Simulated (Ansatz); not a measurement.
# HfSnO4: the cost of one run

Computed with Ansatz 0.2.0 (DFT PBE, scalar-relativistic, plane waves, PAW, unless a step's input says otherwise).

## 1. The starting structure

It takes space group P-4m2 (No. 115, tetragonal). The conventional cell has a = 3.866 Å, b = 3.866 Å, c = 5.619 Å, α = 90.00°, β = 90.00°, γ = 90.00°. Hf (site symmetry -4m2) is surrounded by 4 O at 2.23 Å. Sn (site symmetry -4m2) is surrounded by 4 O at 2.23 Å. Around O (site symmetry 2mm) lie 2 Sn at 2.23 Å. Around O (site symmetry 2mm) lie 2 Hf at 2.23 Å.

As a file:

```xyz
6
Lattice="3.8656 0.0000 0.0000 0.0000 3.8656 0.0000 0.0000 0.0000 5.6189" Properties=species:S:1:pos:R:3 pbc="T T T"
Hf    0.0000    0.0000    0.0000
Sn    1.9328    1.9328    2.8095
O     0.0000    1.9328    3.9176
O     1.9328    0.0000    4.5108
O     1.9328    0.0000    1.7014
O     0.0000    1.9328    1.1081
```

The start is an ordering of an alloy on its end members' structure types: elements ordered on the sites of the HfO2 type, Hf/Sn on Hf (P-4m2, No. 115).

## 2. A first look at the guess

input.yaml reads:

```yaml
crystal:
  lattice:
    - [3.86559081, 0.0, 0.0]
    - [0.0, 3.86559081, 0.0]
    - [0.0, 0.0, 5.61894043]
  atoms:
    - { symbol: Hf, position: [0.0, 0.0, 0.0] }
    - { symbol: Sn, position: [0.5, 0.5, 0.5] }
    - { symbol: O, position: [0.0, 0.5, 0.69720787] }
    - { symbol: O, position: [0.5, 0.0, 0.80279213] }
    - { symbol: O, position: [0.5, 0.0, 0.30279213] }
    - { symbol: O, position: [0.0, 0.5, 0.19720787] }
basis:
  ecutwfc: 420
kpoints:
  mp_grid: { grid: [4, 4, 4] }
hamiltonian:
  xc: pbe
scf:
  occupations: { method: gaussian, width: 0.1 }
  lower_state_search: "off"
output:
  forces: true
  stress: true
  eigenvalues: true
```

The run is started by

```bash
ansatz run input.yaml --threads 1 --pin off --max-ram 2560MiB --backend cpu --events-out ev --progress --plain --runs-dir out
```

**Question.** How long does this run take on 1 thread of Intel Xeon 6975P-C (Granite Rapids), shared host, and how much memory does it need?

About 2.7 s, with a peak of 0.41 GiB.
